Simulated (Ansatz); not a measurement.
# CuSn3 (I4/mmm) in Ansatz: notebook

One crystal, CuSn3, is run at these levels: PBEsol; tasks: single point.

Program: Ansatz 0.2.0. These are calculated values, not measurements. Logs are shortened: lines on timing, memory, paths and dates and some standing lists are left out, and cuts for length are marked.

### Step 1. The cell of the first run

The structure is tetragonal, space group I4/mmm (No. 139). The conventional cell has a = 4.572 Å, b = 4.572 Å, c = 9.352 Å, α = 90.00°, β = 90.00°, γ = 90.00°. Sn (site symmetry 4/mmm) has 4 Cu at 3.23 Å and 8 Sn at 3.27 Å as nearest neighbours. Sn (site symmetry -4m2) is surrounded by 8 Sn at 3.23 to 3.27 Å and 4 Cu at 3.27 Å. Cu (site symmetry 4/mmm) has 12 Sn at 3.23 to 3.27 Å as nearest neighbours.

The cell comes from a database or a generator and needn't be the stable form of this composition.

### Step 2. Single point, PBEsol, 24.44 Å³/atom (strain_z_fixed_volume = -0.04)

File input.yaml:

```yaml
crystal:
  lattice:
    - [-2.2860914264, 2.2860914264, 4.67587584]
    - [2.2860914264, -2.2860914264, 4.67587584]
    - [2.2860914264, 2.2860914264, -4.67587584]
  atoms:
    - { symbol: Sn, position: [0.5, 0.5, 0.0] }
    - { symbol: Sn, position: [0.25, 0.75, 0.5] }
    - { symbol: Sn, position: [0.75, 0.25, 0.5] }
    - { symbol: Cu, position: [0.0, 0.0, 0.0] }
kpoints:
  mp_grid: { grid: [8, 8, 8] }
scf:
  occupations: { method: fermi_dirac, width: 0.05 }
hamiltonian:
  xc: pbesol
  pseudopotentials: { kind: all_electron, lapw: { basis_error: 0.002 } }
output:
  forces: true
  stress: true
  eigenvalues: true
```

Potentials or basis: all-electron LAPW, scalar-relativistic.

Command:

```bash
> ansatz run input.yaml --threads 2 --pin off --max-ram 8192MiB --backend cpu --events-out ev --progress --plain --runs-dir out
```

The program printed:

```text
Warning: RAYON_NUM_THREADS=2 ignored (pool sized by the plan → 2); use --threads N
LAPW: plane waves up to 6.551 Å⁻¹, error target 2.0e-3 eV per atom; small_component_spin mean_spin; Cu in spheres of 1.617 Å, 19 of its electrons in bands, Dirac shells []; Sn in spheres of 1.617 Å, 22 of its electrons in bands, Dirac shells [] (how accurate: hamiltonian.pseudopotentials.lapw.basis_error, Limitations)
Engine: ansatz 0.2.0, aarch64-unknown-linux-gnu
Pseudopotentials: kind: all_electron
Pseudopotential: Sn, LAPW, valence charge 22, lapw/all_electron/scalar/gaussian/Sn, Koelling and Harmon's equation, gaussian nucleus
Pseudopotential: Cu, LAPW, valence charge 19, lapw/all_electron/scalar/gaussian/Cu, Koelling and Harmon's equation, gaussian nucleus
Functional definition: PBEsol
  exchange = pbesol_x
  correlation = pbesol_c
Crystal: 4 atoms, lattice volume = 97.749 Å³
Basis set: ecut = 163.5130262985722 eV, 445 PW (Γ), FFT grids on a1+a3, a2+a3, a3, exchange–correlation at level 2
Bands: 51, of which v1, the nominal top of the filled ones, is band 43 counted from 1 (42 counted from 0)
Symmetry: 16 space group operations
Space group: I4/mmm (ITA 139), of the structure as read, at distance tolerance 4.6e-5 Å
k-points: 59 of 512
Non-local potential: Sn, projectors of the file, none
Non-local potential: Cu, projectors of the file, none
Initial density: superposition of atomic densities (chi_scale 0.1, normalization cell, long waves kept (reshape's long-wave potential 0.00 eV rms))
Initial wavefunctions: plane waves of lowest kinetic energy (no species holds an atomic orbital)
Functional: x = pbesol(κ = 0.804, μ = 0.12345679012345678), c = pbesol(β = 0.046)
iter 1 solved again at ethr=1.16e-3 eV; its pass at ethr=1.00e-1 eV (dr2=9.83e-1 eV) is discarded
SCF iter   1: F=—  HF=-549042.935292 eV  |F-HF|=—  |Δ(HF+E_count)|=         —  Δρ=1.97e-2  dr2=9.84e-1  ethr=1.16e-3  ⟨swp⟩=2.1  Hψ=20361  notcnv=0
preconditioner: auto → Kerker (q_TF=auto, 2.665 Å⁻¹)  [metal: Δε(μ)=0.050 eV  Ē_g=17.140 eV  σ=0.050 eV  W_gap=0.23  n_scr=30 (ndim 8)  ℏωp=27.3 eV  f_vac=0.000  D(μ)=2.48/eV (n_scr^D=14)]
SCF iter   2: F=—  HF=-549049.157536 eV  |F-HF|=—  |Δ(HF+E_count)|=    6.22e0  Δρ=2.15e-2  dr2=1.33e0  ethr=1.16e-3  ⟨swp⟩=3.0  Hψ=10246  notcnv=0  recentre
SCF iter   3: F=—  HF=-549042.343990 eV  |F-HF|=—  |Δ(HF+E_count)|=    6.81e0  Δρ=8.47e-3  dr2=1.93e-1  ethr=1.16e-3  ⟨swp⟩=3.0  Hψ=9234  notcnv=0
SCF iter   4: F=—  HF=-549041.997443 eV  |F-HF|=—  |Δ(HF+E_count)|=   3.47e-1  Δρ=3.43e-3  dr2=2.46e-2  ethr=2.27e-4  ⟨swp⟩=2.0  Hψ=9477  notcnv=0
SCF iter   5: F=—  HF=-549041.979427 eV  |F-HF|=—  |Δ(HF+E_count)|=   1.80e-2  Δρ=1.33e-3  dr2=2.57e-3  ethr=2.90e-5  ⟨swp⟩=2.0  Hψ=9147  notcnv=0
SCF iter   6: F=—  HF=-549041.979030 eV  |F-HF|=—  |Δ(HF+E_count)|=   3.97e-4  Δρ=6.36e-4  dr2=5.14e-4  ethr=3.03e-6  ⟨swp⟩=2.0  Hψ=9147  notcnv=0
SCF iter   7: F=—  HF=-549041.979123 eV  |F-HF|=—  |Δ(HF+E_count)|=   9.23e-5  Δρ=3.35e-4  dr2=3.62e-4  ethr=6.05e-7  ⟨swp⟩=2.0  Hψ=9148  notcnv=0
SCF iter   8: F=—  HF=-549041.979206 eV  |F-HF|=—  |Δ(HF+E_count)|=   8.31e-5  Δρ=3.17e-4  dr2=3.18e-4  ethr=4.26e-7  ⟨swp⟩=2.0  Hψ=9147  notcnv=0
SCF iter   9: F=—  HF=-549041.979006 eV  |F-HF|=—  |Δ(HF+E_count)|=   2.00e-4  Δρ=1.69e-4  dr2=8.89e-5  ethr=3.75e-7  ⟨swp⟩=2.0  Hψ=9147  notcnv=0
iter 10 solved again at ethr=2.12e-9 eV; its pass at ethr=1.05e-7 eV (dr2=1.80e-6 eV) is discarded
SCF iter  10: F=—  HF=-549041.978923 eV  |F-HF|=—  |Δ(HF+E_count)|=   8.26e-5  Δρ=2.72e-5  dr2=1.80e-6  ethr=2.12e-9  ⟨swp⟩=2.0  Hψ=15339  notcnv=0
SCF iter  11: F=—  HF=-549041.978923 eV  |F-HF|=—  |Δ(HF+E_count)|=   6.64e-8  Δρ=1.92e-5  dr2=1.05e-6  ethr=2.11e-9  ⟨swp⟩=2.0  Hψ=9146  notcnv=0
SCF iter  12: F=—  HF=-549041.978923 eV  |F-HF|=—  |Δ(HF+E_count)|=   3.48e-7  Δρ=3.04e-6  dr2=2.58e-8  ethr=1.24e-9  ⟨swp⟩=2.0  Hψ=9146  notcnv=0
SCF iter  13: F=-549041.978923 eV  HF=-549041.978923 eV  |F-HF|=1.05e-9  |Δ(HF+E_count)|=   1.00e-8  Δρ=1.00e-6  dr2=1.89e-9  ethr=3.03e-11  ⟨swp⟩=2.0  Hψ=9146  notcnv=0
SCF 1 converged in 13 iterations: F = -549041.978923 eV  dr2 = 1.89e-9
SCF converged after 13 iterations
Free energy (F): -549041.978923 eV
Harris-Foulkes:  -549041.978923 eV  (|F-HF|=1.05e-9)
Internal energy: -549041.962281 eV  (E = F + TS)
E sigma→0 (E₀):  -549041.970602 eV
Entropy (-TS):   -0.016642 eV (-4.160 meV/atom)
Fermi energy:    13.224996 eV
--- Per-component energies (eV) ---
  E_band       = -2546.183496
  E_kinetic    = 575832.100697
  E_xc         = -15068.355232
  E_electrostatic = -1109805.707746  (all electrons and nuclei)
  E_smearing   = -0.016642  (= −TS)
  E_closure    = 0.000000  (closes the sum)
  E_atoms      = -549025.953312  (free atoms, spherical and without spin; not in F)
  Σ components = -549041.978923   (vs F -549041.978923, Δ=0.00e0)
  Basis errors (estimates in eV, not in F): energy 3.9e-4 per atom: plane waves 3.8e-4 (2.0e-4 summed), levels above the bands 1.7e-62, relativity 5.2e-9, radial functions 1.2e-5, core shells 3.6e-10; eigenvalues (radial functions only) 6.5e-6; not estimated: angular momenta, meshes, grids; target (lapw.basis_error) 2.0e-3; muffin-tin radii Cu 1.617 Å, Sn 1.617 Å
--- Forces (eV/Å), atoms counted from 1 ---
  atom   1  Sn    -0.00000000     0.00000000     0.00000000
  atom   2  Sn     0.00000000     0.00000000     0.00000000
  atom   3  Sn     0.00000000     0.00000000     0.00000000
  atom   4  Cu    -0.00000000     0.00000000    -0.00000000
  max |Σ_I F_I| component: 7.89e-31 eV/Å
--- Stress (GPa, compression-positive) ---
       -4.182206       0.000000       0.000000
        0.000000      -4.182206       0.000000
        0.000000       0.000000      -3.884685
  P = ⅓ Tr σ = -4.0830 GPa (-40.830 kbar)
--- Band table (eV; the first three rows and the last of 59) ---
  k-point 0: bands = ["-116.0129", "-116.0127", "-115.9935", "-98.5802", "-71.8476", "-71.8476", "-71.8451", "-71.8447", "-71.8447", "-71.8445", "-71.8278", "-71.8249", "-71.8249", "-56.1318", "-56.1318", "-56.1199", "-8.3376", "-8.2454", "-8.2390", "-8.2175", "-8.2175", "-8.1912", "-8.1912", "-8.1524", "-8.1181", "-8.1150", "-8.0957", "-8.0742", "-8.0511", "-8.0511", "-8.0053", "2.3525", "8.5751", "9.3346", "9.9893", "10.4018", "10.4018", "10.5720", "10.8922", "11.2283", "12.2773", "12.2773", "12.9310", "12.9310", "13.5924", "14.3698", "14.4770", "17.0945", "17.0945", "20.5651", "20.6552"]
  k-point 1: bands = ["-116.0129", "-116.0127", "-115.9935", "-98.5802", "-71.8476", "-71.8471", "-71.8452", "-71.8450", "-71.8447", "-71.8446", "-71.8279", "-71.8249", "-71.8249", "-56.1318", "-56.1318", "-56.1199", "-8.3168", "-8.2412", "-8.2346", "-8.2135", "-8.2035", "-8.1972", "-8.1927", "-8.1403", "-8.1163", "-8.1123", "-8.1066", "-8.0814", "-8.0623", "-8.0595", "-8.0230", "2.5783", "8.3701", "8.5191", "9.7920", "10.4685", "10.7325", "10.7332", "10.9170", "11.0968", "11.6098", "12.0759", "12.3139", "13.2349", "14.7135", "15.5356", "15.5840", "15.6443", "17.4544", "20.7628", "21.5728"]
  k-point 2: bands = ["-116.0129", "-116.0128", "-115.9935", "-98.5802", "-71.8477", "-71.8462", "-71.8460", "-71.8449", "-71.8447", "-71.8446", "-71.8279", "-71.8249", "-71.8249", "-56.1318", "-56.1318", "-56.1199", "-8.2826", "-8.2394", "-8.2185", "-8.2029", "-8.1925", "-8.1852", "-8.1816", "-8.1541", "-8.1284", "-8.1131", "-8.1054", "-8.0893", "-8.0853", "-8.0843", "-8.0354", "3.2509", "7.3205", "8.0957", "9.3552", "10.1087", "10.5472", "10.9159", "11.0638", "11.1010", "11.3147", "11.5856", "11.9802", "12.7076", "15.5741", "17.2824", "17.5552", "17.6328", "18.6300", "18.9226", "19.2684"]
  k-point 58: bands = ["-116.0129", "-116.0127", "-115.9935", "-98.5802", "-71.8476", "-71.8476", "-71.8449", "-71.8447", "-71.8447", "-71.8445", "-71.8280", "-71.8249", "-71.8249", "-56.1318", "-56.1318", "-56.1199", "-8.3297", "-8.2938", "-8.2938", "-8.2811", "-8.2152", "-8.1957", "-8.1229", "-8.1226", "-8.1226", "-8.1001", "-8.0898", "-8.0420", "-8.0394", "-8.0394", "-8.0054", "3.6241", "4.7238", "8.7144", "10.2620", "10.2620", "10.7777", "10.8731", "10.8731", "10.8954", "11.2088", "12.0297", "16.0223", "16.2799", "16.3112", "16.3112", "17.9712", "18.1029", "18.1029", "19.9819", "20.2458"]
```

Wall time 28 s (2 threads of Arm Neoverse V1, shared host); peak memory 0.56 GiB.

Results:

| Item | Value |
| --- | --- |
| Free energy | -549041.9789 eV |
| Pressure | -4.1 GPa |
| Band gap on the k mesh | none (metal or under the smearing width) |

### Step 3. Single point, PBEsol, 24.44 Å³/atom (strain_z_fixed_volume = -0.02)

input.yaml: that of step 2 with these lines changed.

```diff
@@ -2,5 +2,5 @@
   lattice:
-    - [-2.2860914264, 2.2860914264, 4.67587584]
-    - [2.2860914264, -2.2860914264, 4.67587584]
-    - [2.2860914264, 2.2860914264, -4.67587584]
+    - [-2.262643715, 2.262643715, 4.77328992]
+    - [2.262643715, -2.262643715, 4.77328992]
+    - [2.262643715, 2.262643715, -4.77328992]
   atoms:
```

Potentials or basis: all-electron LAPW, scalar-relativistic.

Command:

```bash
> ansatz run input.yaml --threads 2 --pin off --max-ram 8192MiB --backend cpu --events-out ev --progress --plain --runs-dir out
```

Wall time 28 s (2 threads of Arm Neoverse V1, shared host); peak memory 0.56 GiB.

It converged, with:

* Free energy: -549041.9831 eV
* Pressure: -4.1 GPa
* Band gap on the k mesh: none (metal or under the smearing width)
